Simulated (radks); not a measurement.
**Ag⁺ in [Ar] 3d10 4s1.5 4p6 4d10 5s0.5: an all-electron calculation**

Wanted: eigenvalues, radial structure and energy terms of the silver ion Ag+.

Method: scalar-relativistic Kohn-Sham, PBE, spin-unpolarised, spherical densities, point nucleus. Code: radks (a radial shooting solver on a logarithmic mesh, Libxc functionals) version 1.

## 1. What is computed

* element: silver (Z = 47)
* charge: +1
* electrons: 46
* configuration: [Ar] 3d10 4s1.5 4p6 4d10 5s0.5

## 2. The run

The run's settings:

```text
Z 47
configuration [Ar] 3d10 4s1.5 4p6 4d10 5s0.5
relativity scalar-relativistic
functional pbe,pbe
spin unpolarised
nucleus point
c 137.035999084
```

Command:

```bash
$ python run_ks.py task.json out
```

All runs below come from this command, one after another.

**Question.** What will this run give?

The runs gave:

```
                        quantity                value
                    total energy  -5314.03898 hartree
exchange-correlation share of it               2.80 %
                            −T/E               1.0389
          highest occupied level       5s, -12.072 eV
    most extended occupied level  5s, <r> = 2.76 bohr
 radius at density 0.001 e/bohr³            3.76 bohr
    maxima of the radial density                    4
```

5 principal shells are occupied and 4 maxima appear in the radial density; where shells overlap, one shows as a shoulder or not at all. Relativity lifts −T/E to 1.039. This is not the tabulated ground configuration, so its levels and sizes aren't those of the ground state, and no measured value stands beside it.
